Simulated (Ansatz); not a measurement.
The system is WAu.

```
W Au
1.0
     0.00000    2.90921    2.90921
     2.90921    0.00000    2.90921
     2.90921    2.90921    0.00000
W Au
1 1
Direct
  0.00000 0.00000 0.00000
  0.75000 0.75000 0.75000
```

The cell was built by a generator and needn't be a form met in nature.

```yaml
Program: Ansatz 0.2.0
Task: relaxation of cell and atoms
Functional: revPBE
Dispersion: D3(BJ)
Potentials_or_basis: Ansatz PAW
Cutoff: "420 eV (not typed: the program's choice for these potentials)"
k_mesh: 8 × 8 × 8
Occupations: fermi-dirac, width 0.05 eV
Spin: no spin polarisation
```

At the start: volume 24.62 Å³/atom.

Q: How do energy, volume and symmetry change on relaxing?

A: It ends after 4 steps and the volume is 23.68 Å³/atom (-3.8 %); space group F-43m (No. 216, to 0.05 Å).

Step by step:
```csv
step,energy change (eV),largest force (eV/Å),volume (Å³)
1,0.0000,0.0000,49.24
2,-0.0309,0.0000,47.51
3,-0.0311,0.0000,47.36
4,-0.0305,0.0000,47.36
```

Final structure:
```
CELL_PARAMETERS angstrom
0.00000 2.87171 2.87171
2.87171 0.00000 2.87171
2.87171 2.87171 0.00000
ATOMIC_POSITIONS crystal
W 0.00000 0.00000 0.00000
Au 0.75000 0.75000 0.75000
```

Caveat: the plane-wave basis is chosen anew once the cell has moved, so the energies of steps on either side of that aren't comparable; pairwise dispersion overbinds metals, which lowers pressure and volume; the PAW data sets come from PBE, with cores solved anew for the run's functional, which leaves a small shift of forces and pressure.
